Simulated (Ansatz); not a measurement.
**Hf: response to strain**

Hf is deformed so: zz strain of -1 %. What stress and forces result, by LAPW, PAW and all-electron datasets made for the crystal?

Program: Ansatz 0.2.0. Level of theory: DFT PBEsol, scalar-relativistic. These are calculated values, not measurements.

**1. The system as given**

It takes space group Im-3m (No. 229, cubic). Conventional cell: a = 3.610 Å, b = 3.610 Å, c = 3.610 Å, α = 90.00°, β = 90.00°, γ = 90.00°. Hf (site symmetry m-3m) has 8 Hf at 3.13 Å as nearest neighbours.

Structure file:

```
Hf
1.0
    -1.80500    1.80500    1.80500
     1.80500   -1.80500    1.80500
     1.80500    1.80500   -1.80500
Hf
1
Cartesian
  0.0000 0.0000 0.0000
```

**2. The deformed structure**

Space group Im-3m before, I4/mmm after.

**3. All-electron LAPW**

input.yaml

```yaml
crystal:
  lattice:
    - [-1.805, 1.805, 1.78695]
    - [1.805, -1.805, 1.78695]
    - [1.805, 1.805, -1.78695]
  atoms:
    - { symbol: Hf, position: [0.0, 0.0, 0.0] }
kpoints:
  mp_grid: { grid: [16, 16, 16] }
  band_path:
    path:
      - [0.0, 0.0, 0.0]
      - [0.0, 0.0, 0.5]
      - [-0.5, 0.5, 0.5]
      - [0.0, 0.0, 0.0]
      - [0.495025, 0.495025, -0.495025]
      - [-0.495025, 0.504975, 0.495025]
      - [-0.5, 0.5, 0.5]
      - [0.0, 0.0, 0.5]
      - [0.25, 0.25, 0.25]
    npoints: 5
scf:
  occupations: { method: fermi_dirac, width: 0.08 }
hamiltonian:
  xc: pbesol
  pseudopotentials: { kind: all_electron, lapw: { basis_error: 0.001 } }
output:
  forces: true
  stress: true
  eigenvalues: true
```

Run with:

```sh
$ ansatz run input.yaml --threads 1 --pin off --max-ram 3072MiB --backend cpu --events-out ev --progress --plain --runs-dir out
```

**4. PAW on the default files**

input.yaml

```yaml
crystal:
  lattice:
    - [-1.805, 1.805, 1.78695]
    - [1.805, -1.805, 1.78695]
    - [1.805, 1.805, -1.78695]
  atoms:
    - { symbol: Hf, position: [0.0, 0.0, 0.0] }
kpoints:
  mp_grid: { grid: [16, 16, 16] }
scf:
  occupations: { method: fermi_dirac, width: 0.08 }
hamiltonian:
  xc: pbesol
  pseudopotentials: { kind: paw }
output:
  forces: true
  stress: true
  eigenvalues: true
  efg: { contact_densities: true }
```

**5. Datasets made for this crystal**

Changes to input.yaml since step 4:

```diff
@@ -13,3 +13,3 @@
   xc: pbesol
-  pseudopotentials: { kind: paw }
+  pseudopotentials: { kind: all_electron, datasets: crystal }
 output:
```

(Steps that only read results are left out.)

Q: Predict the outcome of this session. Wanted: pressure; largest shear or deviatoric stress.

**Answer**, as computed:

| quantity | value |
| --- | --- |
| pressure | LAPW -8.12, PAW -8.14, crystal datasets -8.12 GPa |
| largest shear or deviatoric stress (LAPW) | 0.30 GPa |

In words: The largest part of the stress beyond the pressure is 0.30 GPa in size, in the zz component. No run of the undeformed cell stands beside it, so the pressure holds what the given cell had before the change. PAW: stress within 0.02 GPa of LAPW. Crystal datasets: stress within 0.01 GPa of LAPW. Spin-orbit coupling is left out, though the cell holds Hf; in elements this heavy it can shift bands and gaps by tenths of an eV.
